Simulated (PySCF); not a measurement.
# C5H4F3NS: magnetic properties

Aim: compute the magnetic properties of C5H4F3NS (`CS/C(C#N)=C\C(F)(F)F`).

Programs: PySCF 2.14.0, with routines of our own; each step states its level. All values are computed. Atoms count from 0.

## Step 1: The system as given

14 atoms, charge 0, multiplicity 1; geometry from: GFN2-xTB.

## Step 2: Magnetic properties: GIAO PBE/pcSseg-1

The job: settings as JSON, then the geometry in Å.

```
{"job": {"kind": "mag", "xc": "PBE", "basis": "pcSseg-1", "isotopologues": 0}, "charge": 0, "multiplicity": 1}
C      2.427370    -0.699581    -0.374762
S      0.645543    -0.983604    -0.597763
C     -0.049669     0.386072     0.240661
C      0.849766     1.299967     0.836556
N      1.597818     2.026058     1.309908
C     -1.374531     0.611043     0.345435
C     -2.396800    -0.295946    -0.252507
F     -3.638358     0.147853    -0.021949
F     -2.275214    -0.418453    -1.588074
F     -2.340784    -1.548289     0.239415
H      2.917159    -1.526714    -0.879969
H      2.679970    -0.707886     0.681195
H      2.718388     0.240891    -0.832640
H     -1.761335     1.468116     0.872327
```

Level: GIAO PBE/pcSseg-1 magnetisability, rotational g tensor and spin-rotation constants, non-relativistic, gas phase.

Command:

```sh
$ OMP_NUM_THREADS=1 python excited_run.py task.json out
```

The driver reads the jobs from task.json and runs them one after another.

Log:

```text
coarse grid: 13856 points
cycle   1  E = -944.2959578173  dE =  1.449e+00  |g| = 9.690e-01  |ddm| = 3.764e+00
cycle   2  E = -943.7083123831  dE =  5.876e-01  |g| = 2.047e+00  |ddm| = 2.204e+00
cycle   3  E = -944.3990287480  dE = -6.907e-01  |g| = 5.187e-01  |ddm| = 1.767e+00
cycle   4  E = -944.4579190110  dE = -5.889e-02  |g| = 1.288e-01  |ddm| = 4.690e-01
cycle   5  E = -944.4612924053  dE = -3.373e-03  |g| = 4.145e-02  |ddm| = 1.598e-01
cycle   6  E = -944.4616291753  dE = -3.368e-04  |g| = 1.990e-02  |ddm| = 5.986e-02
cycle   7  E = -944.4617169809  dE = -8.781e-05  |g| = 7.360e-03  |ddm| = 2.411e-02
cycle   8  E = -944.4617316065  dE = -1.463e-05  |g| = 1.951e-03  |ddm| = 9.038e-03
cycle   9  E = -944.4617324636  dE = -8.571e-07  |g| = 5.998e-04  |ddm| = 2.636e-03
final grid: 135080 points
cycle  10  E = -944.5695444794  dE = -5.244e-05  |g| = 1.505e-02  |ddm| = 4.865e-02
cycle  11  E = -944.5694025096  dE =  1.420e-04  |g| = 2.883e-02  |ddm| = 4.005e-02
cycle  12  E = -944.5695878197  dE = -1.853e-04  |g| = 4.973e-03  |ddm| = 3.203e-02
cycle  13  E = -944.5695951635  dE = -7.344e-06  |g| = 1.409e-03  |ddm| = 6.844e-03
cycle  14  E = -944.5695956596  dE = -4.961e-07  |g| = 4.261e-04  |ddm| = 1.747e-03
cycle  15  E = -944.5695956898  dE = -3.014e-08  |g| = 2.456e-04  |ddm| = 4.894e-04
cycle  16  E = -944.5695957010  dE = -1.121e-08  |g| = 7.626e-05  |ddm| = 2.159e-04
cycle  17  E = -944.5695957023  dE = -1.363e-09  |g| = 1.488e-05  |ddm| = 8.104e-05
cycle  18  E = -944.5695957024  dE = -5.480e-11  |g| = 3.848e-06  |ddm| = 2.254e-05
converged SCF energy = -944.5695957024

Magnetisability tensor (1e-30 J/T^2)
    -1368.28      -26.16      -15.78
      -26.16    -1333.88       33.84
      -15.78       33.84    -1367.77
isotropic -1356.64   principal values   -1388.68  -1381.82  -1299.42
isotropic susceptibility -81.699 1e-6 cm^3/mol

Inertial axes            a          b          c
rot. const./GHz      2.0069     0.7344     0.5953
chi total           -83.010    -78.459    -83.628
chi diamagnetic    -665.813  -1611.187  -1972.774
chi paramagnetic    582.803   1532.729   1889.146
quadrupole/D A       -2.058      1.370      0.688
g nuclear            0.5204     0.5159     0.5194
g electronic        -0.5495    -0.5288    -0.5283
g total             -0.0291    -0.0129    -0.0089

Spin-rotation constants (kHz, H = +C I.J)
atom  isotope        aa         bb         cc
  4    14N        0.255      0.117      0.136
  7    19F        2.297      1.113      0.872
  8    19F        3.452      0.938      0.688
  9    19F        3.442      0.944      0.691
 10     1H       -0.192      0.014     -0.072
 11     1H       -0.172     -0.056     -0.013
 12     1H       -0.173     -0.055     -0.013
 13     1H       -0.198      0.074     -0.076
  0    13C*       0.276      0.114      0.100
  1    33S*       0.766      0.170      0.167
  2    13C*       0.800      0.297      0.096
  3    13C*       0.321      0.213      0.263
  5    13C*       0.664      0.330      0.103
  6    13C*       0.665      0.237      0.187
* in the singly substituted isotopologue
```

Run time: 52 s. Hardware: 1 thread of Arm Neoverse V2, shared host; peak memory 0.7 GiB.

Key values:

```tsv
quantity	value
magnetisability	-1357·10⁻³⁰ J/T²
molar susceptibility	-81.7·10⁻⁶ cm³/mol
rotational g (a, b, c)	-0.0291, -0.0129, -0.0089
```

The fields below are evaluated on a grid from the run's orbitals.

Frontier orbitals at PBE/pcSseg-1, with the share of their density that lies nearest to each atom:

```tsv
orbital	energy (eV)	lies on
HOMO	-6.26	S1 54 %; C5 23 %
LUMO	-3.16	C2, C5 about 25 % each; N4 17 %; C3 9 %
```

ELF in a plane through or near 10 of the atoms.

Ten even steps from '0' (0.00) to '9' (1.00):
```
0000000000000000000000000000
0000000000000000000000000000
0000000014531000000000000000
0000000279985200000000000000
0000000489776410023000000000
0000000488438620299700000000
0000000146862520799900000000
0000000003731843699302210000
0000000000358737226027630000
0000001352005328348367862000
0000002535646853384186772000
0000015634927140023234751000
0000169996718261012210120000
0000299991367981000000000000
0000059980047750000000000000
0000003510013320000000000000
0000000000000000000000000000
0000000000000000000000000000
0000000000000000000000000000
0000000000000000000000000000
```
The map spans 12.5 Å across and 10.2 Å up, centred on the molecule. Atoms in the plane (x, y in Å): C0 (-2.5, -0.7), S1 (-0.7, -1.1), C2 (0.1, 0.5), C3 (-0.8, 1.6), N4 (-1.5, 2.5), C5 (1.4, 0.6), C6 (2.4, -0.5), F7 (3.6, 0.0), H10 (-3.0, -1.6), H13 (1.8, 1.6).

On the surface of density 0.002 e/bohr³ the electrostatic potential runs, from the 1st to the 99th percentile, from -1.31 V near N4 to 1.43 V near H10.

## Step 3: Magnetic properties: GIAO HSE06/pcSseg-0

The job, as its differences from that of step 2:

```diff
@@ -1,2 +1,2 @@
-{"job": {"kind": "mag", "xc": "PBE", "basis": "pcSseg-1", "isotopologues": 0}, "charge": 0, "multiplicity": 1}
+{"job": {"kind": "mag", "xc": "HSE06", "basis": "pcSseg-0"}, "charge": 0, "multiplicity": 1}
 C      2.427370    -0.699581    -0.374762
```

Level: GIAO HSE06/pcSseg-0 magnetisability, rotational g tensor and spin-rotation constants, non-relativistic, gas phase.

Log:

```text
coarse grid: 13856 points
cycle   1  E = -942.8967757599  dE =  1.600e+00  |g| = 8.736e-01  |ddm| = 4.456e+00
cycle   2  E = -942.5721166962  dE =  3.247e-01  |g| = 1.597e+00  |ddm| = 2.565e+00
cycle   3  E = -943.0410375595  dE = -4.689e-01  |g| = 3.137e-01  |ddm| = 1.642e+00
cycle   4  E = -943.0618768023  dE = -2.084e-02  |g| = 6.083e-02  |ddm| = 3.268e-01
cycle   5  E = -943.0626170649  dE = -7.403e-04  |g| = 1.791e-02  |ddm| = 8.453e-02
cycle   6  E = -943.0626843602  dE = -6.730e-05  |g| = 6.022e-03  |ddm| = 2.904e-02
cycle   7  E = -943.0626943324  dE = -9.972e-06  |g| = 1.599e-03  |ddm| = 1.053e-02
final grid: 135080 points
cycle   8  E = -943.0101302146  dE = -3.042e-05  |g| = 5.662e-03  |ddm| = 3.431e-02
cycle   9  E = -943.0101100595  dE =  2.016e-05  |g| = 1.063e-02  |ddm| = 1.736e-02
cycle  10  E = -943.0101367786  dE = -2.672e-05  |g| = 1.554e-03  |ddm| = 1.233e-02
cycle  11  E = -943.0101372713  dE = -4.927e-07  |g| = 4.484e-04  |ddm| = 1.721e-03
cycle  12  E = -943.0101372264  dE =  4.492e-08  |g| = 2.362e-04  |ddm| = 7.219e-04
cycle  13  E = -943.0101373177  dE = -9.135e-08  |g| = 3.332e-05  |ddm| = 2.925e-04
cycle  14  E = -943.0101373180  dE = -2.512e-10  |g| = 6.799e-06  |ddm| = 4.119e-05
converged SCF energy = -943.0101373180

Magnetisability tensor (1e-30 J/T^2)
    -1435.89      -28.90      -17.94
      -28.90    -1401.91       23.65
      -17.94       23.65    -1426.29
isotropic -1421.36   principal values   -1453.44  -1440.71  -1369.94
isotropic susceptibility -85.596 1e-6 cm^3/mol

Inertial axes            a          b          c
rot. const./GHz      2.0069     0.7344     0.5953
chi total           -87.186    -82.842    -86.761
chi diamagnetic    -667.729  -1613.275  -1975.268
chi paramagnetic    580.543   1530.433   1888.506
quadrupole/D A       -2.481      1.237      1.245
g nuclear            0.5204     0.5159     0.5194
g electronic        -0.5474    -0.5280    -0.5281
g total             -0.0270    -0.0121    -0.0087

Spin-rotation constants (kHz, H = +C I.J)
atom  isotope        aa         bb         cc
  4    14N        0.257      0.120      0.141
  7    19F        1.995      1.054      0.722
  8    19F        3.078      0.839      0.633
  9    19F        3.065      0.843      0.638
 10     1H       -0.218      0.005     -0.078
 11     1H       -0.197     -0.066     -0.019
 12     1H       -0.198     -0.066     -0.019
 13     1H       -0.212      0.065     -0.082
  0    13C*       0.236      0.100      0.091
  1    33S*       0.702      0.135      0.145
  2    13C*       0.795      0.309      0.078
  3    13C*       0.291      0.213      0.267
  5    13C*       0.653      0.337      0.094
  6    13C*       0.664      0.237      0.185
* in the singly substituted isotopologue
```

Wall time 26 s (1 thread of Arm Neoverse V2, shared host); peak memory 0.61 GiB.

Key values:

```tsv
quantity	value
magnetisability	-1421·10⁻³⁰ J/T²
molar susceptibility	-85.6·10⁻⁶ cm³/mol
rotational g (a, b, c)	-0.0270, -0.0121, -0.0087
```

## Step 4: Magnetic properties side by side

```tsv
level	ξ (10⁻³⁰ J/T²)	g(a)	g(b)	gap (eV)	functions	time
GIAO PBE/pcSseg-1	-1357	-0.0291	-0.0129	3.09	197	52 s
GIAO HSE06/pcSseg-0	-1421	-0.0270	-0.0121	4.31	102	26 s
```

## Step 5: Outcome

| quantity | value |
| --- | --- |
| magnetisability (step 2, GIAO PBE/pcSseg-1) | -1357·10⁻³⁰ J/T² |
| molar susceptibility (step 2, GIAO PBE/pcSseg-1) | -81.7·10⁻⁶ cm³/mol |
| rotational g (a, b, c) (step 2, GIAO PBE/pcSseg-1) | -0.0291, -0.0129, -0.0089 |
| surface potential, 1st and 99th percentile | -1.31 V and 1.43 V |
| magnetisability over the levels | -1421 to -1357·10⁻³⁰ J/T² |

At PBE/pcSseg-1, counted by nearest atom on the grid, the HOMO lies on S1 54 %; C5 23 %, the LUMO on C2, C5 about 25 % each; N4 17 %. The magnetisability spreads by 4.7 % over 2 levels, from GIAO HSE06/pcSseg-0 (26 s) to GIAO PBE/pcSseg-1 (52 s); the runs took 26 s to 52 s. Two levels can agree by chance, so this spread shows no convergence. Vibrational averaging and real surroundings are missing from these values.
